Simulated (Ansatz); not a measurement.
# CuSi16: the cost of one run

Method: DFT PBEsol, plane waves, PAW, scalar-relativistic, collinear spin, in Ansatz 0.2.0.

## 1. Starting point

The cell holds 17 atoms (CuSi16): a = 7.679 Å, b = 7.679 Å, c = 7.679 Å, α = 60.00°, β = 60.00°, γ = 60.00°.

The coordinates stand in the first input below.

## 2. End point A

input.yaml reads:

```yaml
crystal:
  lattice:
    - [0.0, 5.43, 5.43]
    - [5.43, 0.0, 5.43]
    - [5.43, 5.43, 0.0]
  atoms:
    - { symbol: Si, position: [0.0, 0.0, 0.0] }
    - { symbol: Si, position: [0.125, 0.125, 0.125] }
    - { symbol: Si, position: [0.0, 0.0, 0.5] }
    - { symbol: Si, position: [0.125, 0.125, 0.625] }
    - { symbol: Si, position: [0.0, 0.5, 0.0] }
    - { symbol: Si, position: [0.125, 0.625, 0.125] }
    - { symbol: Si, position: [0.0, 0.5, 0.5] }
    - { symbol: Si, position: [0.125, 0.625, 0.625] }
    - { symbol: Si, position: [0.5, 0.0, 0.0] }
    - { symbol: Si, position: [0.625, 0.125, 0.125] }
    - { symbol: Si, position: [0.5, 0.0, 0.5] }
    - { symbol: Si, position: [0.625, 0.125, 0.625] }
    - { symbol: Si, position: [0.5, 0.5, 0.0] }
    - { symbol: Si, position: [0.625, 0.625, 0.125] }
    - { symbol: Si, position: [0.5, 0.5, 0.5] }
    - { symbol: Si, position: [0.625, 0.625, 0.625] }
    - { symbol: Cu, position: [0.8259548, 0.3032078, 0.8079514], spin: 1.0 }
magnetization:
  spin_polarized: true
basis:
  ecutwfc: 420.0
kpoints:
  mp_grid: { grid: [2, 2, 2] }
hamiltonian:
  xc: pbesol
  pseudopotentials: { kind: paw, azcp: { folder: soft_1 } }
scf:
  occupations: { method: fermi_dirac, width: 0.02 }
  lower_state_search: "off"
relax:
  f_tol: 0.03
  max_steps: 60
  adjacent_minimum: "off"
```

Started as:

```sh
ansatz run input.yaml --threads 2 --pin off --max-ram 5120MiB --backend cpu --events-out ev --progress --plain --runs-dir out
```

Q: Estimate wall time and peak memory on 2 threads of Arm Neoverse V2, shared host.

About 36 s, with a peak of 0.73 GiB.
